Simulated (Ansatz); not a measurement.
# Pt (Pt (110), 1 layers): how the settings move a single-point run

Question: which choices in the input matter for Pt (Pt (110), 1 layers)?

Method: reference: DFT, PBE, all-electron LAPW, scalar-relativistic, in Ansatz 0.2.0.

### 1 The structure to begin with

Symmetry: Pmmm, No. 47, orthorhombic system. The conventional cell has a = 2.809 Å, b = 3.972 Å, c = 16.000 Å, α = 90.00°, β = 90.00°, γ = 90.00°. Pt (site symmetry mmm) has 2 Pt at 2.81 Å as nearest neighbours.

Coordinates:

```
Pt
1.0
     2.80855    0.00000    0.00000
     0.00000    3.97189    0.00000
     0.00000    0.00000   16.00000
Pt
1
Direct
  0.00000 0.00000 0.50000
```

### 2 Reference

File input.yaml:

```yaml
crystal:
  lattice:
    - [2.8085470218, 0.0, 0.0]
    - [0.0, 3.9718852888, 0.0]
    - [0.0, 0.0, 16.0]
  atoms:
    - { symbol: Pt, position: [0.0, 0.0, 0.5] }
  periodic: [true, true, false]
kpoints:
  mp_grid: { grid: [14, 10, 1] }
scf:
  occupations: { method: fermi_dirac, width: 0.1 }
hamiltonian:
  xc: pbe
  pseudopotentials: { kind: all_electron, lapw: { basis_error: 0.001 } }
output:
  forces: true
  stress: true
  eigenvalues: true
```

Run with:

```bash
$ ansatz run input.yaml --threads 1 --pin off --max-ram 3584MiB --backend cpu --events-out ev --progress --plain --runs-dir out
```

From the output:

```text
[...]
Basis set: ecut = 262.32513902201936 eV, 2595 PW (Γ), exchange–correlation at level 2
[...]
k-points: 48 of 140
[...]
SCF iter   1: F=—  HF=-500954.310165 eV  |F-HF|=—  |Δ(HF+E_count)|=         —  Δρ=6.91e-3  dr2=1.77e-1  ethr=4.20e-4  ⟨swp⟩=3.1  Hψ=7751  notcnv=0
preconditioner: auto → LDOS  [metal: Δε(μ)=0.054 eV  Ē_g=6.593 eV  σ=0.100 eV  W_gap=0.13  n_scr=32 (ndim 8)  ℏωp=7.2 eV  f_vac=0.844  D(μ)=2.81/eV (n_scr^D=10)  β→1.0]
SCF iter   2: F=—  HF=-500954.191168 eV  |F-HF|=—  |Δ(HF+E_count)|=   1.19e-1  Δρ=6.71e-3  dr2=1.32e-1  ethr=4.20e-4  ⟨swp⟩=3.0  Hψ=4130  notcnv=0
[...]
SCF iter   9: F=-500954.123634 eV  HF=-500954.123634 eV  |F-HF|=1.11e-7  |Δ(HF+E_count)|=   5.56e-7  Δρ=3.38e-6  dr2=3.37e-8  ethr=5.56e-10  ⟨swp⟩=3.0  Hψ=3772  notcnv=0
SCF iter  10: F=-500954.123634 eV  HF=-500954.123634 eV  |F-HF|=1.63e-8  |Δ(HF+E_count)|=   1.30e-7  Δρ=6.28e-7  dr2=4.89e-9  ethr=8.02e-11  ⟨swp⟩=3.0  Hψ=3804  notcnv=0
[...]
SCF converged after 10 iterations
[...]
Free energy (F): -500954.123634 eV
[...]
E sigma→0 (E₀):  -500954.057589 eV
[...]
Fermi energy:    -6.255158 eV
[...]
  P = ½ c Tr σ = -5.7252 N/m
[...]
```

Run time: 43 s. Hardware: 1 thread of Intel Xeon Platinum 8488C (Sapphire Rapids), shared host; peak memory 0.92 GiB.

### 3 Changing settings: n_extra_bands 1, hubbard.sites [{species: Pt, l: d, u_eff: 8.0}], hubbard.double_counting amf

Changes to input.yaml since step 2:

```diff
@@ -12,2 +12,3 @@
   occupations: { method: fermi_dirac, width: 0.1 }
+  n_extra_bands: 1
 hamiltonian:
@@ -15,2 +16,3 @@
   pseudopotentials: { kind: all_electron, lapw: { basis_error: 0.001 } }
+  hubbard: { sites: [{ species: Pt, l: d, u_eff: 8.0 }], double_counting: amf }
 output:
```

Run with:

```bash
$ ansatz run input.yaml --threads 1 --pin off --max-ram 3584MiB --backend cpu --events-out ev --progress --plain --runs-dir out
```

Standard output:

```text
Warning: crystal.periodic: the lattice vector that does not repeat stood 0.000° off the slab's normal, 16.000 Å along it as the deck builds it. The run solves the slab on a vector along the normal, 23.800 Å long, with every atom where it was (on the deck's vector they left 16.00 Å outside them, and the widest stretch free of ions among them is 0.00 Å). A fractional position that the run reports is one of the run's cell, which starts as this one, and not of the deck's: it goes into a deck with that cell's vectors. The slab on that cell runs as it stands in a deck that lists each atom with its symbol and moment, types crystal.periodic and leaves out crystal.checkpoint, crystal.saddle_side, crystal.structure_sha256, crystal.space_group, crystal.setting, crystal.reduce_to_primitive, crystal.supercell, crystal.defects and each atom's wyckoff. Where those keys changed the vectors of the plane, lay the indices of each lattice_plane and lattice_line anew on these rows. Along the normal they count this vector already. An outside_sphere can name other atoms there (type this run's as sites). In the order of the run's atom list the slab is: crystal.lattice: [[2.8085470218, 0.0, 0.0], [0.0, 3.9718852888, 0.0], [0.0, 0.0, 23.8]]; position: [0.0, 0.0, 0.3361344537815126];
crystal.periodic: the lattice vector that does not repeat stood 0.000° off the slab's normal, 16.000 Å along it as the deck builds it. The run solves the slab on a vector along the normal, 23.800 Å long, with every atom where it was (on the deck's vector they left 16.00 Å outside them, and the widest stretch free of ions among them is 0.00 Å). A fractional position that the run reports is one of the run's cell, which starts as this one, and not of the deck's: it goes into a deck with that cell's vectors. The slab on that cell runs as it stands in a deck that lists each atom with its symbol and moment, types crystal.periodic and leaves out crystal.checkpoint, crystal.saddle_side, crystal.structure_sha256, crystal.space_group, crystal.setting, crystal.reduce_to_primitive, crystal.supercell, crystal.defects and each atom's wyckoff. Where those keys changed the vectors of the plane, lay the indices of each lattice_plane and lattice_line anew on these rows. Along the normal they count this vector already. An outside_sphere can name other atoms there (type this run's as sites). In the order of the run's atom list the slab is: crystal.lattice: [[2.8085470218, 0.0, 0.0], [0.0, 3.9718852888, 0.0], [0.0, 0.0, 23.8]]; position: [0.0, 0.0, 0.3361344537815126];
Pt: projections on atomic orbitals take those of the free atom 1s2 2s2 2p6 3s2 3p6 3d10 4s2 4p6 4d10 4f14 5s2 5p6 5d9 6s1, of charge +0.00 (hamiltonian.pseudopotentials.projection_atoms)
LAPW: plane waves up to 8.298 Å⁻¹, error target 1.0e-3 eV per atom; small_component_spin mean_spin; Pt in spheres of 1.404 Å, 42 of its electrons in bands, Dirac shells []
scf.n_extra_bands = 1 over 21 filled bands (N_el = 42.0): the run solves 22 bands
Engine: ansatz 0.2.0
Pseudopotentials: kind: all_electron
Pseudopotential: Pt, LAPW, valence charge 42, Koelling and Harmon's equation, gaussian nucleus
Functional definition: PBE
  parameter kappa = 0.804
  parameter beta = 0.06672455060314922
  exchange = pbe_x(kappa = kappa, mu = beta*pi^2/3)
  correlation = pbe_c(beta = beta)
Crystal: 1 atoms, lattice volume = 265.494 Å³
Basis set: ecut = 262.32513902201936 eV, 2595 PW (Γ), exchange–correlation at level 2
Bands: 22, of which v1, the nominal top of the filled ones, is band 21 counted from 1 (20 counted from 0)
Symmetry: 8 space group operations
Space group: Pmmm (ITA 47), of the structure as read, at distance tolerance 6.4e-5 Å
k-points: 48 of 140
Non-local potential: Pt, projectors of the file, none
Initial density: superposition of atomic densities (neutral atoms: chi_scale 0, normalization atom)
Initial wavefunctions: plane waves of lowest kinetic energy (no species holds an atomic orbital)
Functional: x = pbe(κ = 0.804, μ = 0.2195149727645171), c = pbe(β = 0.06672455060314922)
iter 1 solved again at ethr=4.20e-4 eV; its pass at ethr=1.00e-1 eV (dr2=1.76e-1 eV) is discarded
SCF iter   1: F=—  HF=-500954.310152 eV  |F-HF|=—  |Δ(HF+E_count)|=         —  Δρ=6.91e-3  dr2=1.77e-1  ethr=4.20e-4  ⟨swp⟩=2.4  Hψ=6700  notcnv=0
preconditioner: auto → LDOS  [metal: Δε(μ)=0.054 eV  Ē_g=2.014 eV  σ=0.100 eV  W_gap=0.13  n_scr=32 (ndim 8)  ℏωp=7.2 eV  f_vac=0.844  D(μ)=2.81/eV (n_scr^D=10)  β→1.0]
SCF iter   2: F=—  HF=-500954.405130 eV  |F-HF|=—  |Δ(HF+E_count)|=   9.50e-2  Δρ=3.61e-3  dr2=3.25e-2  ethr=4.20e-4  ⟨swp⟩=3.0  Hψ=3618  notcnv=0
SCF iter   3: F=—  HF=-500954.459235 eV  |F-HF|=—  |Δ(HF+E_count)|=   5.41e-2  Δρ=2.05e-3  dr2=1.61e-2  ethr=7.73e-5  ⟨swp⟩=3.0  Hψ=3586  notcnv=0
SCF iter   4: F=—  HF=-500954.544146 eV  |F-HF|=—  |Δ(HF+E_count)|=   8.49e-2  Δρ=1.73e-3  dr2=8.50e-3  ethr=3.84e-5  ⟨swp⟩=3.0  Hψ=3590  notcnv=0
SCF iter   5: F=—  HF=-500954.682896 eV  |F-HF|=—  |Δ(HF+E_count)|=   1.39e-1  Δρ=2.41e-3  dr2=1.72e-2  ethr=2.02e-5  ⟨swp⟩=3.0  Hψ=3567  notcnv=0
SCF iter   6: F=—  HF=-500954.686107 eV  |F-HF|=—  |Δ(HF+E_count)|=   3.21e-3  Δρ=2.71e-3  dr2=2.18e-2  ethr=2.02e-5  ⟨swp⟩=2.0  Hψ=3340  notcnv=0
SCF iter   7: F=—  HF=-500954.645206 eV  |F-HF|=—  |Δ(HF+E_count)|=   4.09e-2  Δρ=2.07e-3  dr2=1.30e-2  ethr=2.02e-5  ⟨swp⟩=2.0  Hψ=3338  notcnv=0
SCF iter   8: F=—  HF=-500954.634251 eV  |F-HF|=—  |Δ(HF+E_count)|=   1.10e-2  Δρ=1.06e-3  dr2=2.75e-3  ethr=2.02e-5  ⟨swp⟩=3.0  Hψ=3622  notcnv=0
SCF iter   9: F=—  HF=-500954.617349 eV  |F-HF|=—  |Δ(HF+E_count)|=         —  Δρ=7.80e-4  dr2=9.83e-4  ethr=6.55e-6  ⟨swp⟩=3.0  Hψ=3612  notcnv=0
the basis was enlarged: its passes take 552.1 KiB over the memory plan, 1 of 1 planned eigensolver slots
SCF iter  10: F=—  HF=-500954.639118 eV  |F-HF|=—  |Δ(HF+E_count)|=   2.18e-2  Δρ=2.92e-4  dr2=2.10e-4  ethr=2.34e-6  ⟨swp⟩=3.0  Hψ=3625  notcnv=0
SCF iter  11: F=—  HF=-500954.636590 eV  |F-HF|=—  |Δ(HF+E_count)|=   2.53e-3  Δρ=1.22e-4  dr2=3.63e-5  ethr=4.99e-7  ⟨swp⟩=3.0  Hψ=3622  notcnv=0
SCF iter  12: F=—  HF=-500954.636368 eV  |F-HF|=—  |Δ(HF+E_count)|=   2.22e-4  Δρ=5.51e-5  dr2=4.40e-6  ethr=8.65e-8  ⟨swp⟩=3.0  Hψ=3496  notcnv=0
SCF iter  13: F=—  HF=-500954.636348 eV  |F-HF|=—  |Δ(HF+E_count)|=   1.97e-5  Δρ=1.50e-5  dr2=5.28e-7  ethr=1.05e-8  ⟨swp⟩=3.0  Hψ=3624  notcnv=0
SCF iter  14: F=—  HF=-500954.636348 eV  |F-HF|=—  |Δ(HF+E_count)|=   1.21e-7  Δρ=4.66e-6  dr2=5.87e-8  ethr=1.26e-9  ⟨swp⟩=3.0  Hψ=3620  notcnv=0
SCF iter  15: F=—  HF=-500954.636348 eV  |F-HF|=—  |Δ(HF+E_count)|=   3.91e-7  Δρ=1.86e-6  dr2=1.02e-8  ethr=1.40e-10  ⟨swp⟩=3.0  Hψ=3586  notcnv=0
iter 16 solved again at ethr=2.29e-12 eV; its pass at ethr=2.43e-11 eV (dr2=9.61e-10 eV) is discarded
SCF iter  16: F=-500954.636348 eV  HF=-500954.636348 eV  |F-HF|=3.78e-9  |Δ(HF+E_count)|=   8.48e-8  Δρ=5.09e-7  dr2=9.61e-10  ethr=3.36e-12 (applied; sched 2.29e-12)  ⟨swp⟩=2.0  Hψ=5948  notcnv=0
SCF 1 converged in 16 iterations: F = -500954.636348 eV  dr2 = 9.61e-10
Following the negative reading down, search 1: the free energy F (with its fill's electron-count term) along its direction. At the converged state itself: F - F(close) = +5.064e-9 eV
  point 1 (+, 4.0e-4 eV away): F - F(close) = -5.405e-4 eV
  point 2 (+, 1.6e-3 eV away): F - F(close) = -2.102e-3 eV
  point 3 (+, 6.4e-3 eV away): F - F(close) = -8.165e-3 eV
  point 4 (+, 2.6e-2 eV away): F - F(close) = -3.656e-2 eV
  point 5 (+, 1.0e-1 eV away): F - F(close) = -1.864e-1 eV
  point 6 (+, 4.1e-1 eV away): F - F(close) = -7.409e-1 eV
  point 7 (+, 1.6e0 eV away): F - F(close) = -9.997e-1 eV
  point 8 (+, 6.6e0 eV away): F - F(close) = -9.809e-1 eV
  point 9 (-, 1.0e-1 eV away): F - F(close) = -1.927e-1 eV
  point 10 (-, 4.1e-1 eV away): F - F(close) = -7.760e-1 eV
  point 11 (-, 1.6e0 eV away): F - F(close) = -1.025e0 eV
  point 12 (-, 6.6e0 eV away): F - F(close) = -8.387e-1 eV
Initial density: handed on by an earlier stage of this run
Initial wavefunctions: those handed on with the density
iter 1 solved again at ethr=4.48e-6 eV; its pass at ethr=1.00e-1 eV (dr2=1.88e-3 eV) is discarded
SCF iter   1: F=—  HF=-500955.721666 eV  |F-HF|=—  |Δ(HF+E_count)|=         —  Δρ=7.65e-4  dr2=2.15e-3  ethr=4.48e-6  ⟨swp⟩=3.9  Hψ=5374  notcnv=0
preconditioner: auto → LDOS  [metal: Δε(μ)=0.027 eV  Ē_g=4.794 eV  σ=0.100 eV  W_gap=0.07  n_scr=32 (ndim 8)  ℏωp=7.2 eV  f_vac=0.842  D(μ)=1.40/eV (n_scr^D=6)  β→1.0]
SCF iter   2: F=—  HF=-500955.756214 eV  |F-HF|=—  |Δ(HF+E_count)|=         —  Δρ=9.39e-4  dr2=2.81e-3  ethr=4.48e-6  ⟨swp⟩=3.1  Hψ=3597  notcnv=0
the basis was enlarged: its passes take 351.2 KiB over the memory plan, 1 of 1 planned eigensolver slots
SCF iter   3: F=—  HF=-500955.763480 eV  |F-HF|=—  |Δ(HF+E_count)|=   7.27e-3  Δρ=6.33e-4  dr2=8.13e-4  ethr=4.48e-6  ⟨swp⟩=3.1  Hψ=3614  notcnv=0
SCF iter   4: F=—  HF=-500955.766749 eV  |F-HF|=—  |Δ(HF+E_count)|=   3.27e-3  Δρ=2.13e-4  dr2=1.31e-4  ethr=1.94e-6  ⟨swp⟩=3.0  Hψ=3601  notcnv=0
SCF iter   5: F=—  HF=-500955.765493 eV  |F-HF|=—  |Δ(HF+E_count)|=   1.26e-3  Δρ=1.75e-4  dr2=1.27e-4  ethr=3.13e-7  ⟨swp⟩=3.0  Hψ=3577  notcnv=0
iter 6 solved again at ethr=2.23e-8 eV; its pass at ethr=3.03e-7 eV (dr2=9.36e-6 eV) is discarded
SCF iter   6: F=—  HF=-500955.765425 eV  |F-HF|=—  |Δ(HF+E_count)|=   6.82e-5  Δρ=5.85e-5  dr2=9.33e-6  ethr=2.23e-8  ⟨swp⟩=2.0  Hψ=5748  notcnv=0
SCF iter   7: F=—  HF=-500955.765426 eV  |F-HF|=—  |Δ(HF+E_count)|=   1.83e-6  Δρ=1.49e-5  dr2=5.58e-7  ethr=2.22e-8  ⟨swp⟩=3.0  Hψ=3512  notcnv=0
SCF iter   8: F=-500955.765428 eV  HF=-500955.765428 eV  |F-HF|=3.44e-8  |Δ(HF+E_count)|=   1.76e-6  Δρ=2.36e-6  dr2=2.00e-8  ethr=1.33e-9  ⟨swp⟩=3.2  Hψ=3595  notcnv=0
SCF 2 converged in 8 iterations: F = -500955.765428 eV  dr2 = 2.00e-8
The result is that of the SCF that stage 1 started: 1.1 eV lower in free energy than the state whose close was followed first; 16 iterations were spent on what was left
SCF converged after 8 iterations
Free energy (F): -500955.765428 eV
Harris-Foulkes:  -500955.765428 eV  (|F-HF|=3.44e-8)
Internal energy: -500955.724428 eV  (E = F + TS)
E sigma→0 (E₀):  -500955.744928 eV
Entropy (-TS):   -0.041000 eV (-41.000 meV/atom)
Fermi energy:    -4.650664 eV
--- Per-component energies (eV) ---
  E_band       = -4778.193073
  E_kinetic    = 568885.126985
  E_xc         = -9687.991817
  E_hubbard    = -4.760861  (on-site DFT+U / exact-exchange correction)
  E_vhub       = -9.521908  (the Hubbard potential's part of the band-sum identity)
  E_electrostatic = -1060148.098735  (all electrons and nuclei)
  E_smearing   = -0.041000  (= −TS)
  E_closure    = -0.000000  (closes the sum)
  E_atoms      = -500951.217831  (free atoms, spherical and without spin; not in F)
  Σ components = -500955.765428   (vs F -500955.765428, Δ=0.00e0)
  Basis errors (estimates in eV, not in F): energy 4.9e-4 per atom: plane waves 4.4e-4 (3.4e-4 summed), levels above the bands 3.3e-9, relativity 1.1e-7, radial functions 5.4e-5, core shells 7.0e-8; eigenvalues (radial functions only) 1.8e-6; not estimated: angular momenta, meshes, grids; target (lapw.basis_error) 1.0e-3; muffin-tin radii Pt 1.404 Å
DFT+U double counting: amf (around mean field; hamiltonian.hubbard.double_counting)
--- Forces (eV/Å), atoms counted from 1 ---
  atom   1  Pt    -0.00000000     0.00000000     0.00000000
  max |Σ_I F_I| component: 3.94e-31 eV/Å
--- 2D stress c σ (N/m, compression-positive) ---
        0.488976       0.000000       0.000000
        0.000000      -0.826462       0.000000
        0.000000       0.000000       0.000000
  P = ½ c Tr σ = -0.1687 N/m
--- Band table (eV; the first three rows and the last of 48) ---
  k-point 0: bands = ["-310.1569", "-309.8445", "-309.4190", "-309.3859", "-309.2600", "-104.7634", "-73.8553", "-73.8546", "-73.4294", "-73.2074", "-73.0607", "-73.0343", "-72.9774", "-59.3630", "-59.3358", "-57.8496", "-12.5431", "-10.3927", "-9.5404", "-8.5522", "-8.4335", "-3.1628"]
  k-point 1: bands = ["-310.1569", "-309.8445", "-309.4190", "-309.3859", "-309.2600", "-104.7634", "-73.8553", "-73.8546", "-73.4294", "-73.2074", "-73.0607", "-73.0343", "-72.9774", "-59.3632", "-59.3357", "-57.8496", "-12.5401", "-10.3058", "-9.5687", "-8.5515", "-8.3987", "-3.0534"]
  k-point 2: bands = ["-310.1569", "-309.8445", "-309.4190", "-309.3859", "-309.2600", "-104.7634", "-73.8553", "-73.8546", "-73.4294", "-73.2074", "-73.0607", "-73.0343", "-72.9774", "-59.3637", "-59.3357", "-57.8495", "-12.5323", "-10.0694", "-9.6402", "-8.5497", "-8.2809", "-2.7787"]
  k-point 47: bands = ["-310.1569", "-309.8445", "-309.4190", "-309.3859", "-309.2600", "-104.7537", "-73.8562", "-73.8537", "-73.4296", "-73.2070", "-73.0606", "-73.0359", "-72.9769", "-59.5419", "-59.3466", "-57.8302", "-10.5447", "-9.3800", "-9.3687", "-8.3750", "-4.8657", "-2.5136"]
  the weakly bound empty levels are not read free of the cell's end (augmented_plane_waves)
Occupation matrices written to <dir>
```

It took 3.1 min on 1 thread of Intel Xeon Platinum 8488C (Sapphire Rapids), shared host; peak memory 1 GiB.

Changing the band count and Hubbard U moves the energy by -1.64 eV/atom. The U term adds an energy of its own, so the shift says nothing about which run is better. Its first SCF ended 1.129 eV higher; the search for a lower state found the one reported. Cost: 24 SCF cycles against 10, 3.1 min against 43 s.

### 4 Side by side

| run | ending | energy change | gap (eV) | force (eV/Å) | cycles | time |
| --- | --- | --- | --- | --- | --- | --- |
| reference | converged | 0 | 0.00 | 0.00 | 10 | 43 s |
| 1: n_extra_bands 1, hubbard.sites [{species: Pt, l: d, u_eff: 8.0}], hubbard.double_counting amf | converged | -1.64 eV/atom (U changed: no physical gain or loss) | 0.00 | 0.00 | 24 | 3.1 min |

Residual by cycle in the longest SCF loop of each run; runs are numbered as in the table. The quantity is the density residual dr2, in eV.

```csv
cycle,reference,run 1
1,0.177,0.177
2,0.132,0.0325
4,0.00461,0.0085
5,2.6e-4,0.0172
6,1.6e-5,0.0218
8,2.3e-7,0.00275
9,3.4e-8,9.8e-4
11,-,3.6e-5
12,-,4.4e-6
13,-,5.3e-7
15,-,1.0e-8
16,-,9.6e-10
```

**Reading.** Changing the band count and Hubbard U moves the energy by -1.64 eV/atom. The U term adds an energy of its own, so the shift says nothing about which run is better. Its first SCF ended 1.129 eV higher; the search for a lower state found the one reported. Cost: 24 SCF cycles against 10, 3.1 min against 43 s. A changed U is a change of model: its shifts are not errors of convergence.
